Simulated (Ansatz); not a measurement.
**F2GeH2OS: up Jacob's ladder to CCSD(T)**

The task here is to estimate one member of a computed series from the others.

Method: functionals in def2-TZVPP, the program's frozen cores in correlated methods; program: Ansatz 0.2.0, Gaussian basis.

Plan: LDA (SPW92), PBE-D4, revPBE-D4, BLYP-D4, r2SCAN-D4, B97M-V, PBE0-D4, B3LYP-D4, r2SCANh-D4, r2SCAN0-D4, HSE06-D4, BHLYP-D4, CAM-B3LYP-D4, LC-ωPBE, ωB97X-V, ωB97M-V, B2PLYP, PBE-QIDH; CCSD(T)/def2-SVP; CCSD(T)/def2-TZVPP; MP2/def2-QZVPP; extrapolation to the limit; RPA on PBE.

**Structure used throughout**

An earlier PBE0-D4 in a triple-zeta def2 set relaxation fixed the geometry.

SMILES `[OH][Ge]([F])([F])[SH]`, 7 atoms, charge 0, spin multiplicity 1.

Atoms are counted from 1 here; the program's logs count them from 0.

Bond lengths: O1–Ge2 1.744 Å, O1–H6 0.962 Å, Ge2–F3 1.716 Å, Ge2–F4 1.722 Å, Ge2–S5 2.169 Å, S5–H7 1.345 Å. Angles: Ge2–O1–H6 112.5°, O1–Ge2–F3 111.7°, O1–Ge2–F4 106.9°, O1–Ge2–S5 111.6°, F3–Ge2–F4 103.4°, F3–Ge2–S5 108.3°, F4–Ge2–S5 114.6°, Ge2–S5–H7 91.2°.

As a file:

```mol
F2GeH2OS
  3D, bonds by distance, orders not assigned

  7  6  0  0  0  0  0  0  0  0999 V2000
   -1.0110    0.2831    1.0152 O   0  0
    0.2808   -0.3427    0.0239 Ge  0  0
    1.4517   -1.1768    0.9601 F   0  0
   -0.3975   -1.5809   -0.9611 F   0  0
    1.2833    1.2381   -1.0724 S   0  0
   -1.6688   -0.3863    1.2280 H   0  0
    0.1227    1.8975   -1.2393 H   0  0
  1  2  8  0
  2  3  8  0
  2  4  8  0
  2  5  8  0
  1  6  8  0
  5  7  8  0
M  END
```

Set-up of the first run:

in.yaml

```yaml
crystal:
  periodic: [false, false, false]
  atoms:
    - {symbol: O, position_ang: [-1.010993, 0.283114, 1.015171]}
    - {symbol: Ge, position_ang: [0.280760, -0.342690, 0.023889]}
    - {symbol: F, position_ang: [1.451703, -1.176796, 0.960066]}
    - {symbol: F, position_ang: [-0.397496, -1.580940, -0.961146]}
    - {symbol: S, position_ang: [1.283327, 1.238107, -1.072395]}
    - {symbol: H, position_ang: [-1.668844, -0.386255, 1.228010]}
    - {symbol: H, position_ang: [0.122743, 1.897459, -1.239295]}
basis:
  gaussian: {orbitals: def2-TZVPP}
hamiltonian: {xc: lda}
output: {orbitals: {seedname: orbitals}}
```

On the command line:

```
ansatz run in.yaml --threads 4 --pin off --events-out ev --progress --plain --max-ram 10444MiB
```

Among the steps run: LDA; PBE-D4 (GGA); revPBE-D4 (GGA); BLYP-D4 (GGA); r2SCAN-D4 (meta-GGA); B97M-V (meta-GGA); B3LYP-D4 (hybrid); r2SCANh-D4 (hybrid); r2SCAN0-D4 (hybrid); HSE06-D4 (hybrid); BHLYP-D4 (hybrid); CAM-B3LYP-D4 (range-separated); LC-ωPBE (range-separated); ωB97X-V (range-separated); ωB97M-V (range-separated); B2PLYP (double hybrid); PBE-QIDH (double hybrid).

One of the session's tables, all rows but one given; the rest of the session is left out.

It belongs to the step «Frontier levels by functional». 

| functional | HOMO (eV) | gap (eV) |
| --- | --- | --- |
| LDA (SPW92) | -7.36 | 5.02 |
| PBE-D4 | -7.21 | 5.18 |
| revPBE-D4 | -7.15 | 5.26 |
| BLYP-D4 | -7.04 | 5.04 |
| r2SCAN-D4 | -7.54 | 5.85 |
| B97M-V | -7.60 | 5.94 |
| PBE0-D4 | -8.54 | 7.56 |
| B3LYP-D4 | -8.27 | 6.93 |
| r2SCANh-D4 | ? | ? |
| r2SCAN0-D4 | -8.75 | 7.98 |
| HSE06-D4 | -8.13 | 6.78 |
| BHLYP-D4 | -9.70 | 9.71 |
| CAM-B3LYP-D4 | -9.90 | 9.91 |
| LC-ωPBE | -11.34 | 12.71 |
| ωB97X-V | -10.95 | 12.18 |
| ωB97M-V | -10.77 | 11.77 |

Estimate the missing values for r2SCANh-D4.

Worked estimate for «HOMO (eV)». Against the share of exact exchange, r2SCAN-D4 (0, -7.54), r2SCAN0-D4 (0.25, -8.75) give a slope of -4.84 per unit share; at 0.1 the line stands at -8.02.

As computed: HOMO (eV): -8.02; gap (eV): 6.70. In «HOMO (eV)» the line misses by 0.00.
